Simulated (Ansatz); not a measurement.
Write a Python script for the Python package of Ansatz (0.2.0) that makes a rigid scan of one bond length of AlB₂H₅O, SMILES [BH2][AlH][BH]O. Settings (for the species named): B3LYP, def2-SVP basis, multiplicity 1.

| atom | x (Å) | y (Å) | z (Å) |
| --- | --- | --- | --- |
| B | -0.6289 | 0.7918 | -1.9255 |
| Al | 0.5714 | 0.3135 | -0.3821 |
| B | -0.1559 | -0.8953 | 1.1231 |
| O | 0.8335 | -1.2621 | 2.2338 |
| H | -0.2798 | 1.5236 | -2.8249 |
| H | -1.7896 | 0.4555 | -1.9576 |
| H | 2.1062 | 0.8531 | -0.3463 |
| H | -1.1968 | -1.2768 | 1.1017 |
| H | 0.6283 | -0.5497 | 2.9608 |

Script `scan_alb2h5o.py`:
```python
"""Potential curve of AlB2H5O along one bond."""

import ansatz as az
from ase import Atoms
import numpy as np

BASIS_SET = "def2-SVP"
XC = "b3lyp"


def main() -> None:
    atoms = Atoms(["B", "Al", "B", "O", "H", "H", "H", "H", "H"], positions=[
        (-0.6289, 0.7918, -1.9255),
        (0.5714, 0.3135, -0.3821),
        (-0.1559, -0.8953, 1.1231),
        (0.8335, -1.2621, 2.2338),
        (-0.2798, 1.5236, -2.8249),
        (-1.7896, 0.4555, -1.9576),
        (2.1062, 0.8531, -0.3463),
        (-1.1968, -1.2768, 1.1017),
        (0.6283, -0.5497, 2.9608),
    ])
    molecule = az.Crystal.molecule_from_ase(atoms)

    symbols = [site.symbol for site in molecule.cartesian_sites]
    start = np.array([site.position_ang for site in molecule.cartesian_sites])
    axis = (start[5] - start[0]) / np.linalg.norm(start[5] - start[0])
    moving = [5]
    lengths, energies = [1.03, 1.11, 1.21, 1.33, 1.51, 1.81, 2.18, 2.66], []
    for length in lengths:
        xyz = start.copy()
        xyz[moving] += (length - np.linalg.norm(start[5] - start[0])) * axis
        point = az.Crystal.molecule()
        for symbol, place in zip(symbols, xyz):
            point = point.atom(symbol, place.tolist())
        setup = (
            point.calculation()
            .basis(gaussian=BASIS_SET)
            .functional(XC)
            .spin("collinear")
        )
        rep = setup.run(threads=1).report
        energies.append(rep["free_energy_ev"])
        print(f"r = {length:6.3f} A  E = {energies[-1]:.5f} eV  <S^2> = {abs(rep['mean_field']['state']['spin_squared']):.3f}")

    print("energy above the lowest point (eV):", [round(e - min(energies), 3) for e in energies])


if __name__ == "__main__":
    main()
```

```console
$ python scan_alb2h5o.py
r =  1.030 A  E = -10070.59455 eV  <S^2> = 0.000
r =  1.110 A  E = -10070.96844 eV  <S^2> = 0.000
r =  1.210 A  E = -10071.10898 eV  <S^2> = 0.000
r =  1.330 A  E = -10070.98070 eV  <S^2> = 0.000
r =  1.510 A  E = -10070.47914 eV  <S^2> = 0.000
r =  1.810 A  E = -10069.39895 eV  <S^2> = 0.000
r =  2.180 A  E = -10068.16135 eV  <S^2> = 0.000
r =  2.660 A  E = -10067.15686 eV  <S^2> = 0.544
energy above the lowest point (eV): [0.514, 0.141, 0.0, 0.128, 0.63, 1.71, 2.948, 3.952]
```

What to keep in mind:
- Total energies depend on the basis set; only differences at equal settings carry meaning.
- The rest of the molecule is held rigid at a force-field or estimated start geometry, and the basis set is modest; single-reference methods fail as a bond breaks.
- The expectation value of S² is noticeably off S(S+1) in at least one run, so that state is spin-contaminated.
- b3lyp holds the VWN-RPA fit, as in Gaussian; the form of ORCA and Turbomole is b3lyp5.
- Run time: 60 s on 1 thread of Arm Neoverse V2 (shared host), peak memory 0.29 GiB.
